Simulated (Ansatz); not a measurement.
Consider a comparison of functionals at one structure of Ir3Rh, space group Pm-3m (the Python package of Ansatz (0.2.0)).

`xc_ir3rh.py`:
```python
"""One structure of Ir3Rh under several functionals."""

import ansatz as az
from tabulate import tabulate

xtal = (
    az.Lattice.cubic(3.84034)
    .space_group(221)
    .atom("Ir", (0.5, 0.0, 0.5))
    .atom("Rh", (0.0, 0.0, 0.0))
)

setup = (
    xtal.calculation()
    .occupations(az.OccupationsMethod.FERMI_DIRAC, width=0.1)
    .kpoints(7)
    .basis(450)
    .stress()
)

rows = []
for value in ["pbesol", "blyp", "lda"]:
    data = setup.functional(value).run().report
    rows.append((value, data["free_energy_ev"] / len(data["lattice"]["sites"]), data["n_iterations"], sum(data["stress_gpa"][i][i] for i in range(3)) / 3, data["n_kpoints"]))

print(tabulate(rows, headers=["functional", "F/atom (eV)", "iterations", "P (GPa)", "k-points"], floatfmt=".4f", tablefmt="simple"))
```

Which functional puts this cell under the lowest pressure, and which under the highest?

From lowest to highest: LDA (-11.8 GPa), PBEsol (-6.0 GPa) and BLYP (21.7 GPa). At a fixed cell a lower pressure usually means a smaller equilibrium volume, so LDA prefers the smallest cell and BLYP the largest.

The run itself:

Output of `python xc_ir3rh.py`:
```text
functional      F/atom (eV)    iterations    P (GPa)    k-points
------------  -------------  ------------  ---------  ----------
pbesol          -10433.9825             6    -5.9712          20
blyp            -10574.7838             6    21.7416          20
lda             -10317.2148             6   -11.7773          20
```

The run is spin-unpolarised. BLYP can be off by several per cent in the lattices of metals, and by several GPa in the pressure at a fixed cell. For a metal this k-point mesh is coarse: on a finer one energies can move by several to tens of meV an atom and pressures by half a GPa or more, differences at one mesh by less. Pressure is positive in compression. Spin-orbit coupling, which matters for elements this heavy, is left out. This cell is a computed structure, which may not be the phase found in nature. Total energies of different functionals can't be compared; pressures, moments and gaps at this one structure can. Timing: 7.3 s on 1 thread of Arm Neoverse V2, with other jobs on the host, peak memory 0.41 GiB.

(Lines on the test bed's own set-up are left out of the output.)
